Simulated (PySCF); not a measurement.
# ClErO (Er(O)(Cl)): the cost of one run

The runs use PySCF 2.14.0; PBE0, Er lcecp-1-SVP with ECP57, O def2-SVP, Cl def2-SVP; scalar-relativistic core potentials, no spin–orbit coupling.

1 further run of the same task is left out (for a known fault of the program).

## (1) Where the work starts

3 atoms, charge 0, spin multiplicity 1.

Bond lengths: Er1–O2 1.793 Å, Er1–Cl3 2.588 Å. Angles: O2–Er1–Cl3 131.8°.

Coordinates:

```xyz
3
charge 0, multiplicity 1
Er    0.0000    0.0000    0.0000
O     1.6363    0.0000    0.7323
Cl   -2.3620    0.0000    1.0571
```

Formal oxidation states: Er +3. Each metal's 11 4f electrons lie in its core potential, so multiplicities, spins and levels count the valence alone.

## (2) SCF at the start, singlet

run.py (the lines that set the calculation) reads:

```python
mol = gto.M(atom='''
Er     0.00000     0.00000     0.00000
O      1.63630     0.00000     0.73230
Cl    -2.36200     0.00000     1.05710''',
    basis={'Er': 'lcecp-1-SVP', 'O': 'def2-SVP', 'Cl': 'def2-SVP'},
    ecp={'Er': 'lcecp-1-SVP'},
    charge=0, spin=0)
mf = dft.RKS(mol, xc='PBE0')
mf.grids.atom_grid = (50, 194)  # f atoms: unpruned, at least (60, 302)
mf = mf.density_fit()  # fitting sets: Er AutoAux, O def2-universal-JKFIT, Cl def2-universal-JKFIT
mf.conv_tol = 1e-08; mf.max_cycle = 55
mf.kernel(dm0)  # dm0: free metal ions and neutral atoms
```

Run with:

```sh
OMP_NUM_THREADS=2 python run.py
```

Q: Estimate wall time and peak memory on 2 threads of Arm Neoverse V2, shared host.

About 1.6 s, with a peak of 0.32 GiB.
